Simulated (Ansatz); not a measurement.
# AlGeH6: the cost of one run

The runs use Ansatz 0.2.0, Gaussian basis; cc-pVDZ, all electrons in the functionals, frozen cores in the correlation of double hybrids and RPA.

To be run: wB97M-V, B2PLYP, RPA-PBE, at 1.586 Å; 1.707 Å; 1.949 Å; 2.191 Å; 2.433 Å.

## 1. What is computed

The geometry derives from fragments relaxed apart (PBE0/def2-TZVP) and kept rigid, so it is no stationary point. A hydrogen atom is moved between rigid fragments. No spin-orbit coupling is included. The filled d shell of Ge may be among the frozen orbitals whatever the setting's name suggests; the logs give the count.

8 atoms, charge 0, spin multiplicity 2.

Atoms are counted from 1 here; the program's logs count them from 0.

Bond lengths: Al1–H2 1.586 Å, Al1–H3 1.586 Å, Al1–H4 1.586 Å, Ge5–H6 1.539 Å, Ge5–H7 1.539 Å, Ge5–H8 1.539 Å. Angles: H2–Al1–H3 120.0°, H2–Al1–H4 120.0°, H3–Al1–H4 120.0°, H6–Ge5–H7 111.2°, H6–Ge5–H8 111.2°, H7–Ge5–H8 111.2°.

No dispersion term is added; wB97M-V holds VV10 nonlocal correlation.

The geometry shown and the zero of energy belong to the point 1.586 Å. The yardstick, UCCSDT(Q), and other wave-function levels (R restricted, U unrestricted, valence and pair active spaces) come from earlier runs.

## 2. wB97M-V, 1.586 Å

in.yaml

```yaml
crystal:
  periodic: [false, false, false]
  atoms:
    - {symbol: Al, position_ang: [-2.851095, 0.000000, -0.000001]}
    - {symbol: H, position_ang: [-3.644019, 1.373384, -0.000002]}
    - {symbol: H, position_ang: [-3.644019, -1.373384, -0.000002]}
    - {symbol: H, position_ang: [-1.265248, 0.000000, -0.000001]}
    - {symbol: Ge, position_ang: [1.111905, 0.000000, 0.000001]}
    - {symbol: H, position_ang: [1.580572, -1.465915, 0.000001]}
    - {symbol: H, position_ang: [1.580574, 0.732957, -1.269519]}
    - {symbol: H, position_ang: [1.580573, 0.732957, 1.269520]}
basis:
  gaussian: {orbitals: cc-pVDZ}
magnetization: {spin_polarized: true, initial_magnetization: 1}
hamiltonian: {xc: {name: wB97M-V}}
output: {forces: true, orbitals: {seedname: orbitals}}
```

On the command line:

```sh
$ ansatz run in.yaml --threads 1 --pin off --events-out ev --progress --plain --max-ram 2816MiB --backend cpu
```

What time and memory should one allow on 1 thread of AMD EPYC 7R13, shared host?

About 14 s, with a peak of 0.41 GiB.
